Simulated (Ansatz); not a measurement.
Working through harmonic frequencies at the relaxed geometry of AlH6NSSi, SMILES [NH2][AlH][SiH2]S

With Ansatz 0.2.0 through its Python package.

The cells in order, each with its output:

In [1]:
```python
import ansatz as az
import numpy as np

alh6nssi = (
    az.Crystal.molecule()
    .atom("N", [-0.9853, 1.9814, 0.4963])
    .atom("Al", [0.5713, 1.0079, 0.3146])
    .atom("Si", [0.4346, -1.3419, 0.2036])
    .atom("S", [-0.6583, -1.9168, -1.4671])
    .atom("H", [-1.5085, 1.6846, 1.3338])
    .atom("H", [-1.6431, 1.775, -0.3219])
    .atom("H", [2.0125, 1.7556, 0.2301])
    .atom("H", [1.8619, -1.8751, 0.0623])
    .atom("H", [-0.1359, -1.8394, 1.4966])
    .atom("H", [0.1339, -1.2825, -2.3453])
)
```

In [2]:
```python
job = alh6nssi.calculation().basis(gaussian="cc-pVDZ").functional("pbe0", dispersion="d3bj")
symbols = [site.symbol for site in alh6nssi.cartesian_sites]
start = np.array([site.position_ang for site in alh6nssi.cartesian_sites], dtype=float)
report = job.relax(force_tolerance=0.003).run(threads=1, pin="off").report
end = np.array(report["positions_ang"])
```

In [3]:
```python
print("final positions (A) and the move of each atom")
for symbol, xyz, old in zip(symbols, end, start):
    print(f"{symbol:2s} {xyz[0]:10.5f} {xyz[1]:10.5f} {xyz[2]:10.5f}   {np.linalg.norm(xyz - old):7.4f}")
```
```text
final positions (A) and the move of each atom
N    -0.92576    1.70164    0.01146    0.5629
Al    0.64992    1.04443    0.53273    0.2347
Si    0.74283   -1.39234    0.26648    0.3186
S    -1.01465   -2.00347   -0.88390    0.6889
H    -1.69532    1.10813   -0.28671    1.7301
H    -1.21803    2.67331    0.03016    1.0543
H     1.77446    2.04414    1.05764    0.9082
H     1.99194   -1.93784   -0.37030    0.4561
H     0.56165   -2.13722    1.55832    0.7610
H    -0.78395   -1.15199   -1.91287    1.0230
```

In [4]:
```python
# frequencies need a stationary point, so they are taken at the relaxed geometry
minimum = az.Crystal.molecule()
for symbol, place in zip(symbols, end):
    minimum = minimum.atom(symbol, place.tolist())
vibrating = (
    minimum.calculation()
    .basis(gaussian="cc-pVDZ")
    .functional("pbe0", dispersion="d3bj")
    .phonons(temperatures=(298.15, 498.15, 100))
)
vib = vibrating.run(threads=1, pin="off").report["vibrations"]
sums = vib["harmonic_sums"]
modes = [m["omega_inv_cm"] for m in sums["modes_at_gamma"] if m["rigid_motion"] == "no"]
for number, w in enumerate(modes, start=1):
    print(f"mode {number:2d} {w:9.1f} 1/cm {w / 8065.544 * 1000:8.2f} meV")
print("imaginary modes:", sum(w < 0 for w in modes), " zero-point energy:", round(sums["zero_point_energy_ev"], 4), "eV")
print("T (K)   F_vib (eV)   S_vib (meV/K)   C_vib (meV/K)")
for row in zip(sums["temperatures_k"], sums["vibrational_free_energy_ev"], vib["entropy_ev_per_k"], vib["heat_capacity_ev_per_k"]):
    print(f"{row[0]:6.1f} {row[1]:11.4f} {1000 * row[2]:13.4f} {1000 * row[3]:15.4f}")
```
```text
mode  1      65.3 1/cm     8.09 meV
mode  2      74.8 1/cm     9.28 meV
mode  3     154.7 1/cm    19.18 meV
mode  4     199.6 1/cm    24.74 meV
mode  5     311.4 1/cm    38.61 meV
mode  6     374.2 1/cm    46.39 meV
mode  7     422.6 1/cm    52.39 meV
mode  8     441.0 1/cm    54.68 meV
mode  9     493.0 1/cm    61.12 meV
mode 10     536.8 1/cm    66.56 meV
mode 11     546.5 1/cm    67.76 meV
mode 12     607.2 1/cm    75.28 meV
mode 13     716.4 1/cm    88.82 meV
mode 14     744.5 1/cm    92.31 meV
mode 15     806.7 1/cm   100.01 meV
mode 16     831.2 1/cm   103.05 meV
mode 17     919.0 1/cm   113.94 meV
mode 18    1528.0 1/cm   189.44 meV
mode 19    1900.6 1/cm   235.64 meV
mode 20    2173.6 1/cm   269.50 meV
mode 21    2194.5 1/cm   272.08 meV
mode 22    2706.1 1/cm   335.51 meV
mode 23    3584.6 1/cm   444.43 meV
mode 24    3683.8 1/cm   456.73 meV
imaginary modes: 0  zero-point energy: 1.6128 eV
T (K)   F_vib (eV)   S_vib (meV/K)   C_vib (meV/K)
 298.1      1.4910        0.8889          0.9371
 398.1      1.3869        1.1876          1.1254
 498.1      1.2546        1.4549          1.2591
```

The frequencies are harmonic and unscaled, in a modest basis. Wall time of the script: 7 min on 1 thread of Arm Neoverse V1 (shared host), peak memory 0.3 GiB.
